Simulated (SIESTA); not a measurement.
# MoPdRu2 under changes of volume

One of the cells (15.109 Å³/atom); the others are scaled copies at fixed shape and fractional positions:

```xyz
4
Lattice="2.7918 0.0000 0.0000 -1.3959 2.4178 0.0000 0.0000 0.0000 8.9536" Properties=species:S:1:pos:R:3 pbc="T T T"
Pd    0.0000    0.0000    4.4768
Ru    1.3959    0.8059    6.7855
Ru    1.3959    0.8059    2.1681
Mo    0.0000    0.0000    0.0000
```

The cell comes from a database or a generator and needn't be the stable form of this composition.

| Item | Value |
| --- | --- |
| Program | SIESTA 5.4.2 |
| Functional | PBEsol |
| Potentials or basis | PseudoDojo 0.4 standard (PBEsol files) |
| Basis | DZP (energy shift 0.003 Ry; two zetas on semicore shells) |
| Grid cutoff | 800 Ry |
| Energy shift | 0.003 Ry |
| k mesh | 11 × 11 × 3 |
| Occupations | fermi-dirac, width 0.05 eV |
| Spin | no spin polarisation |

| volume (Å³/atom) | energy over the lowest point (meV/atom) | pressure (GPa) | largest force (eV/Å) |
| --- | --- | --- | --- |
| 13.924 | 9.61 | 8.6 | 0.539 |
| 14.220 | 0.00 | 2.2 | 0.390 |
| 14.517 | ? | ? | ? |
| 15.109 | 33.37 | -13.0 | 0.010 |
| 15.405 | 61.37 | -17.0 | 0.127 |
| 15.702 | 96.18 | -20.4 | 0.238 |

Q: What does the run at 14.517 Å³/atom give?

A: Energy over the lowest point 1.61 meV/atom; pressure -3.6 GPa; largest force 0.246 eV/Å.

Worked out: A Birch-Murnaghan fit of order 3 (a polynomial in V^(-2/3)) to the other rows has its minimum at 14.32 Å³/atom with B0 = V·E''(V) = 281 GPa and B' = 5.1 at fixed shape and positions, which overstates the stiffness. It gives 1.61 meV/atom at 14.517 Å³/atom, against the run's 1.61, and -dE/dV = -3.7 GPa, against -3.6.

Energies are extrapolated to zero smearing.

Caveats: the basis of atomic orbitals isn't converged, which shifts pressures, moduli and gaps.
